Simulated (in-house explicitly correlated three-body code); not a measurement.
# Two electrons around a charge of +4 under Yukawa screening of 0.02 per bohr: exact states

Aim: the lowest states of two electrons around a charge of +4 under Yukawa screening of 0.02 per bohr to near-exact accuracy, with their sizes and correlation.

Program: in-house explicitly correlated three-body code version 1. Level of theory: two electrons, non-relativistic, variational in exponentially correlated functions. These are calculated values, not measurements, unless marked.

**1. The atom as given**

- charge of the centre: +4
- mass of the centre: infinite
- interactions: Yukawa, exp(−0.02 r)/r, between all pairs
- basis: 260 functions exp(−a r1 − b r2 − g r12) a state, exponent ranges optimised
- units: hartree and bohr; relativity and QED are left out

**2. Input and results**

Settings:

```ini
Z = 4.0
screening = 0.02
interaction_strength = 1.0
functions = 260
states_tried = 13
```

On the command line:

```bash
python run_hyl.py task.json out
```

From the run's result record (rounded, not every field):

```text
{
  "status": "converged",
  "states [hartree, bohr]": [
    {"name": "1 1S", "E": -13.51610350966, "change": 4.2e-09, "T": 13.655030728, "inv_r": 3.667759281, "inv_r12": 2.170940008, "r": 0.414294868, "r2": 0.232082112, "r12": 0.618774067, "r12_2": 0.477975955, "cos": -0.03293953, "p1p2": 0.42048218, "d1": 17.19764, "d12": 1.523},
    {"name": "2 3S", "E": -9.158491673676, "change": 1.3e-10, "T": 9.2958558523, "inv_r": 2.38583775, "inv_r12": 0.6323544773, "r": 1.06398712, "r2": 1.88314794, "r12": 1.81112865, "r12_2": 3.78186493, "cos": -0.01014634, "p1p2": 0.028082142, "d1": 10.96194, "d12": 0.0},
    {"name": "2 1S", "E": -9.046290726626, "change": 7.4e-09, "T": 9.1834736967, "inv_r": 2.364402742, "inv_r12": 0.6854575131, "r": 1.14018367, "r2": 2.20967187, "r12": 1.94883691, "r12_2": 4.44144442, "cos": -0.01309658, "p1p2": 0.033948986, "d1": 10.86024, "d12": 0.2138},
    {"name": "2 3P", "E": -9.036194022705, "change": 1.4e-09, "T": 9.1737642521, "inv_r": 2.366429739, "inv_r12": 0.7214796359, "r": 0.978297601, "r2": 1.60121751, "r12": 1.65787981, "r12_2": 3.27038937, "cos": -0.06205449, "p1p2": -0.70555237, "d1": 10.04747, "d12": 0.0},
    {"name": "2 1P", "E": -8.972065949759, "change": 8e-10, "T": 9.1094909499, "inv_r": 2.350930405, "inv_r12": 0.7258863401, "r": 1.03427468, "r2": 1.81251686, "r12": 1.72938454, "r12_2": 3.60549949, "cos": 0.02283066, "p1p2": 0.62083933, "d1": 10.21075, "d12": 0.041228},
    {"name": "3 3S", "E": -8.409667975399, "change": 4.3e-10, "T": 8.5443464574, "inv_r": 2.155307866, "inv_r12": 0.288448495, "r": 2.25340691, "r2": 9.78476453, "r12": 4.15560438, "r12_2": 19.578501, "cos": -0.003144304, "p1p2": 0.007909617, "d1": 10.39949, "d12": 0.0},
    {"name": "3 1S", "E": -8.380137062565, "change": 9.3e-09, "T": 8.51456558, "inv_r": 2.149586121, "inv_r12": 0.3019863245, "r": 2.36736027, "r2": 10.8909462, "r12": 4.37988884, "r12_2": 21.7923613, "cos": -0.004125915, "p1p2": 0.010123694, "d1": 10.3789, "d12": 0.062519},
    {"name": "3 3P", "E": -8.377250665648, "change": 2.3e-09, "T": 8.5120257587, "inv_r": 2.149937538, "inv_r12": 0.3102238759, "r": 2.21150295, "r2": 9.54222336, "r12": 4.07610884, "r12_2": 19.1041902, "cos": -0.01598954, "p1p2": -0.17362841, "d1": 10.14992, "d12": 0.0},
    {"name": "3 1P", "E": -8.358709859369, "change": 2.8e-09, "T": 8.493302272, "inv_r": 2.145627119, "inv_r12": 0.3130048217, "r": 2.29329108, "r2": 10.3104652, "r12": 4.22973523, "r12_2": 20.62161, "cos": 0.006017462, "p1p2": 0.17277552, "d1": 10.19061, "d12": 0.013759},
    {"name": "4 3S", "E": -8.165019323265, "change": 2.3e-08, "T": 8.2961067766, "inv_r": 2.077378609, "inv_r12": 0.1579027711, "r": 3.9564937, "r2": 32.0475907, "r12": 7.55083417, "r12_2": 64.1006482, "cos": -0.001315875, "p1p2": 0.0032192667, "d1": 10.27208, "d12": 0.0},
    {"name": "4 1S", "E": -8.153222431044, "change": 2.5e-08, "T": 8.2839941844, "inv_r": 2.075041372, "inv_r12": 0.1631143583, "r": 4.11076622, "r2": 34.7290518, "r12": 7.85795979, "r12_2": 69.4641138, "cos": -0.001749199, "p1p2": 0.0042273408, "d1": 10.2651, "d12": 0.025868},
    {"name": "4 3P", "E": -8.151926861641, "change": 9.7e-09, "T": 8.2830119219, "inv_r": 2.075147554, "inv_r12": 0.1662416492, "r": 3.95953962, "r2": 32.3781975, "r12": 7.5585926, "r12_2": 64.7658027, "cos": -0.006361356, "p1p2": -0.067948413, "d1": 10.17131, "d12": 0.0},
    {"name": "4 1P", "E": -8.14427076518, "change": 1.1e-08, "T": 8.2751317692, "inv_r": 2.073366471, "inv_r12": 0.1675292325, "r": 4.06942112, "r2": 34.2737334, "r12": 7.77445531, "r12_2": 68.5496887, "cos": 0.002404039, "p1p2": 0.070532829, "d1": 10.18725, "d12": 0.0059656}
  ],
  "threshold [hartree]": -7.92029900681,
  "transitions": [
    ["1 1S", "2 1P", 4.5440376, 0.1819135],
    ["1 1S", "3 1P", 5.1573937, 0.03673197],
    ["1 1S", "4 1P", 5.3718327, 0.01355215],
    ["2 1S", "2 1P", 0.074224777, 3.010214],
    ["2 1S", "3 1P", 0.68758087, 0.6645352],
    ["2 1S", "4 1P", 0.90201996, 0.1350689],
    ["3 1S", "2 1P", -0.59192889, 0.195844],
    ["3 1S", "3 1P", 0.021427203, 18.07488],
    ["3 1S", "4 1P", 0.2358663, 2.030331],
    ["4 1S", "2 1P", -0.81884352, 0.02900956],
    ["4 1S", "3 1P", -0.20548743, 1.236974],
    ["4 1S", "4 1P", 0.0089516659, 60.61865],
    ["2 3S", "2 3P", 0.12229765, 2.618808],
    ["2 3S", "3 3P", 0.78124101, 0.4829197],
    ["2 3S", "4 3P", 1.0065648, 0.1053786],
    ["3 3S", "2 3P", -0.62652605, 0.2121873],
    ["3 3S", "3 3P", 0.03241731, 16.55027],
    ["3 3S", "4 3P", 0.25774111, 1.51766],
    ["4 3S", "2 3P", -0.8711747, 0.02964639],
    ["4 3S", "3 3P", -0.21223134, 1.391728],
    ["4 3S", "4 3P", 0.013092462, 56.6836]
  ],
  "polarisability [au]": {"1 1S": {"alpha": 0.05227655, "c6": 0.0112127, "f_sum": 1.999999}, "2 1S": {"alpha": 27.98555, "c6": 46.4809, "f_sum": 2.002983}, "2 3S": {"alpha": 14.92335, "c6": 21.9992, "f_sum": 1.99996}}
}
```

«change» is the move of the energy from 170 to 260 functions; states that moved too far are left out. d1 and d12 are the expectation values of δ(r1) and δ(r12).

It took 77 s on 1 thread of Arm Neoverse V2, shared host.

**3. The bound states**

Binding counts from the one-electron threshold at -7.920299 hartree:

```
state  binding (eV)  excitation (eV)     ⟨r⟩  ⟨r12⟩ (bohr)  ⟨cos θ12⟩
 1 ¹S       152.270                0  0.4143        0.6188    -0.0329
 2 ³S       33.6929          118.577   1.064         1.811    -0.0101
 2 ¹S       30.6398          121.630   1.140         1.949    -0.0131
 2 ³P       30.3651          121.905  0.9783         1.658    -0.0621
 2 ¹P       28.6200          123.650   1.034         1.729     0.0228
 3 ³S       13.3164          138.953   2.253         4.156    -0.0031
 3 ¹S       12.5128          139.757   2.367         4.380    -0.0041
 3 ³P       12.4343          139.835   2.212         4.076    -0.0160
 3 ¹P       11.9298          140.340   2.293         4.230     0.0060
 4 ³S       6.65918          145.610   3.956         7.551    -0.0013
 4 ¹S       6.33817          145.931   4.111         7.858    -0.0017
 4 ³P       6.30292          145.967   3.960         7.559    -0.0064
 4 ¹P       6.09458          146.175   4.069         7.774     0.0024
```

**4. Electric-dipole lines**

Oscillator strengths from the S state (negative where P lies lower) and rates of the upper state's decay:

```
   S     P  E(P) − E(S) (eV)         f  rate (1/s)
1 ¹S  2 ¹P            123.65    0.5511   1.219e+11
1 ¹S  3 ¹P            140.34    0.1263   3.598e+10
1 ¹S  4 ¹P            146.18   0.04853   1.500e+10
2 ¹S  2 ¹P            2.0198    0.1490   8.789e+06
2 ¹S  3 ¹P            18.710    0.3046   1.542e+09
2 ¹S  4 ¹P            24.545   0.08122   7.078e+08
3 ¹S  2 ¹P           -16.107  -0.07728   8.700e+08
3 ¹S  3 ¹P           0.58306    0.2582   1.270e+06
3 ¹S  4 ¹P            6.4182    0.3193   1.902e+08
4 ¹S  2 ¹P           -22.282  -0.01584   3.412e+08
4 ¹S  3 ¹P           -5.5916   -0.1695   2.299e+08
4 ¹S  4 ¹P           0.24359    0.3618   3.105e+05
2 ³S  2 ³P            3.3279    0.2135   3.420e+07
2 ³S  3 ³P            21.259    0.2515   1.644e+09
2 ³S  4 ³P            27.390   0.07071   7.673e+08
3 ³S  2 ³P           -17.049  -0.08863   1.118e+09
3 ³S  3 ³P           0.88212    0.3577   4.026e+06
3 ³S  4 ³P            7.0135    0.2608   1.855e+08
4 ³S  2 ³P           -23.706  -0.01722   4.199e+08
4 ³S  3 ³P           -5.7751   -0.1969   2.850e+08
4 ³S  4 ³P           0.35626    0.4948   9.083e+05
```

**5. What came out**

```
                          quantity                  value
               ground-state energy   -13.51610351 hartree
    binding of the second electron              152.27 eV
                  ⟨r12⟩, ⟨cos θ12⟩   0.6188 bohr, -0.0329
          resonance line 1 ¹S–2 ¹P  123.65 eV, f = 0.5511
polarisability of the ground state         0.052277 bohr³
```

**Reading.** The second electron is bound by 152.3 eV, and the mean cosine of -0.033 shows the electrons leaning only slightly to opposite sides. Exchange puts 2 ³S 3.05 eV under 2 ¹S.
